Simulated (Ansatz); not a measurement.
## MoPt3, space group Pm-3m: a phonon calculation by finite displacements

Program: Ansatz 0.2.0, Python API.

The script, `phonons_mopt3.py`:
```python
"""Harmonic phonons of MoPt3."""

from pathlib import Path

import ansatz as az
from ase import Atoms
import numpy as np

atoms = Atoms(
    ["Mo", "Pt", "Pt", "Pt"],
    scaled_positions=[
        (0.0, 0.0, 0.0),
        (0.5, 0.5, 0.0),
        (0.5, 0.0, 0.5),
        (0.0, 0.5, 0.5),
    ],
    cell=[
        (3.97952, 0.0, 0.0),
        (0.0, 3.97952, 0.0),
        (0.0, 0.0, 3.97952),
    ],
    pbc=True,
)
cell = az.Crystal.from_ase(atoms)

# the cell itself: zone-centre modes alone
calculation = (
    cell.calculation()
    .functional(az.Functional.PBESOL)
    .pseudopotentials("paw")
    .occupations("Gaussian")
    .scf(tolerance=1e-10)
    .kpoints(7, 7, 7)  # sampling of the Brillouin zone
    .phonons("fd", supercell=1, amplitude=0.015)
)
out = calculation.run(threads=1, backend="cpu", runs_dir="phonon_runs")
folder = Path(out.output_folder) / "results"
ph = out.phonons

print("modes at Gamma (1/cm):", np.round(ph.gamma_omega_inv_cm, 1) + 0.0)
print(f"{ph.n_members} displaced supercells, sum-rule residual {ph.asr_residual_pre_ev_ang2:.1e} eV/A^2")
optical = np.sort(ph.gamma_omega_inv_cm)
print("imaginary modes at Gamma:", int((optical < -10).sum()), "- highest mode", round(float(optical[-1]), 1), "1/cm")
```

```console
$ python phonons_mopt3.py
DeckWarning: basis.ecutwfc = 420 eV, auto-derived from the records' recommended cutoffs: set by Mo (normal level)
modes at Gamma (1/cm): [  0.    0.    0.   90.4  90.4  90.4 129.6 129.6 129.6 142.  142.  142. ]
2 displaced supercells, sum-rule residual 4.3e-03 eV/A^2
imaginary modes at Gamma: 0 - highest mode 142.0 1/cm
```
(Warnings from the package without file and line.)

The cell isn't relaxed first, so the values belong to this volume. For a metal this k-point mesh is coarse: on a finer one energies can move by several to tens of meV an atom and pressures by half a GPa or more, differences at one mesh by less. Spin-orbit coupling, which matters for elements this heavy, is left out. This cell is a computed structure, which may not be the phase found in nature. The structure is taken as given and the supercell is small; imaginary modes can come from an unrelaxed or unstable start. Phonons of metals also depend on mesh and smearing. Timing: 59 s on 1 thread of Arm Neoverse N1, with other jobs on the host, peak memory 0.53 GiB.
